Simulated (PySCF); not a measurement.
**TbH3(H2O): other functionals and bases at one geometry**

Aim: see how levels, charges and forces of TbH3(H2O) depend on the level of theory. The species was built from a template and needn't be a known compound.

Program: PySCF 2.14.0. Level of theory: several levels, as the steps say, no spin–orbit coupling. These are calculated values, not measurements.

1 further run of the same task is left out (for a known fault of the program).

## Step 1: Starting geometry

7 atoms, charge 0, spin multiplicity 1.

Bond lengths: Tb1–H2 2.103 Å, Tb1–H3 2.024 Å, Tb1–H4 2.024 Å, Tb1–O5 2.325 Å, Tb1–H6 2.342 Å, O5–H6 1.025 Å, O5–H7 0.964 Å. Angles: H2–Tb1–H3 117.8°, H2–Tb1–H4 116.9°, H2–Tb1–O5 64.3°, H2–Tb1–H6 38.9°, H3–Tb1–H4 116.3°, H3–Tb1–O5 116.3°, H3–Tb1–H6 122.3°, H4–Tb1–O5 115.1°, H4–Tb1–H6 120.5°, O5–Tb1–H6 25.4°, Tb1–O5–H6 78.2°, Tb1–O5–H7 147.9°, H6–O5–H7 109.4°, Tb1–H6–O5 76.4°.

Geometry (Å):

```xyz
7
charge 0, multiplicity 1
Tb    0.0503   -0.2414   -0.0376
H     0.4163    1.7980    0.3229
H    -0.9062   -1.2972    1.3997
H     1.4402   -1.2470   -1.1117
O    -1.2521    1.2474   -1.2585
H    -0.6627    1.8842   -0.7129
H    -1.4520    1.6479   -2.1118
```

Formal oxidation states: Tb +3. Each metal's 8 4f electrons lie in its core potential, so multiplicities, spins and levels count the valence alone. An earlier session relaxed this geometry at PBE0, Tb lcecp-1-SVP with ECP54, H def2-SVP, O def2-SVP (singlet, point group C1).

At PBE0 on the finer grid: E = -114.512989 Eh, HOMO -6.56 eV, LUMO -1.13 eV, Mulliken charge on Tb1 +0.76 e, largest force component 0.009 eV/Å. 

Levels to run: PBE; BLYP; PBE0, TZVP. Hardware: 2 threads of Arm Neoverse V2, shared host.

## Step 2: PBE

run.py (the lines that set the calculation) reads:

```python
mol = gto.M(atom='''
Tb     0.05027    -0.24145    -0.03761
H      0.41634     1.79799     0.32287
H     -0.90621    -1.29721     1.39967
H      1.44024    -1.24699    -1.11174
O     -1.25211     1.24740    -1.25849
H     -0.66272     1.88425    -0.71286
H     -1.45200     1.64789    -2.11176''',
    basis={'Tb': 'lcecp-1-SVP', 'H': 'def2-SVP', 'O': 'def2-SVP'},
    ecp={'Tb': 'lcecp-1-SVP'},
    charge=0, spin=0)
mf = dft.RKS(mol, xc='PBE')
mf.grids.atom_grid = (75, 302)  # f atoms: unpruned, at least (60, 302)
mf = mf.density_fit()  # fitting sets: Tb AutoAux, H def2-universal-JKFIT, O def2-universal-JKFIT
mf.conv_tol = 1e-08; mf.max_cycle = 55
mf.kernel(dm0)  # dm0: the density of the relaxed state
```

Command:

```console
$ OMP_NUM_THREADS=2 python run.py
```

## Step 3: BLYP

run.py (the lines that set the calculation): that of step 2 with these lines changed.

```diff
@@ -11,3 +11,3 @@
     charge=0, spin=0)
-mf = dft.RKS(mol, xc='PBE')
+mf = dft.RKS(mol, xc='BLYP')
 mf.grids.atom_grid = (75, 302)  # f atoms: unpruned, at least (60, 302)
```

## Step 4: PBE0, TZVP

Basis: Tb lcecp-1-TZVP with ECP54, H def2-TZVP, O def2-TZVP. 

run.py (the lines that set the calculation) reads:

```python
mol = gto.M(atom='''
Tb     0.05027    -0.24145    -0.03761
H      0.41634     1.79799     0.32287
H     -0.90621    -1.29721     1.39967
H      1.44024    -1.24699    -1.11174
O     -1.25211     1.24740    -1.25849
H     -0.66272     1.88425    -0.71286
H     -1.45200     1.64789    -2.11176''',
    basis={'Tb': 'lcecp-1-TZVP', 'H': 'def2-TZVP', 'O': 'def2-TZVP'},
    ecp={'Tb': 'lcecp-1-TZVP'},
    charge=0, spin=0)
mf = dft.RKS(mol, xc='PBE0')
mf.grids.atom_grid = (75, 302)  # f atoms: unpruned, at least (60, 302)
mf = mf.density_fit()  # fitting sets: Tb AutoAux, H def2-universal-JKFIT, O def2-universal-JKFIT
mf.conv_tol = 1e-08; mf.max_cycle = 55
mf.kernel(dm0)  # dm0: free metal ions and neutral atoms
```

What does the calculation give? Wanted: for each run, HOMO; gap; charge on Tb1; dipole; largest force.

**Answer**, as computed:

| level | state | HOMO (eV) | gap (eV) | charge on Tb1 (e) | dipole (D) | largest force (eV/Å) | basis functions | time |
| --- | --- | --- | --- | --- | --- | --- | --- | --- |
| PBE0 (relaxed here) | singlet | -6.56 | 5.43 | 0.76 | 4.21 | 0.01 | 72 | 6 s |
| PBE | singlet | -5.35 | 3.35 | 0.56 | 4.15 | 0.58 | 72 | 2.8 s |
| BLYP | singlet | -5.25 | 3.27 | 0.54 | 4.21 | 0.60 | 72 | 2.7 s |
| PBE0, TZVP | singlet | -6.60 | 5.44 | 0.96 | 4.06 | 0.22 | 108 | 6.1 s |

Times are on 2 threads of Arm Neoverse V2, shared host; the first row also made further properties.

In one basis the HOMO–LUMO gap runs from 3.27 eV (BLYP) to 5.43 eV (PBE0). The largest leftover force, 0.60 eV/Å with BLYP, stands at a geometry relaxed at another level. The Mulliken charge on Tb spans +0.54 to +0.96 e over the levels. With 4f in the core, its levels are missing from HOMO and gap. Total energies of different levels can't be compared. Spin–orbit coupling is left out throughout.
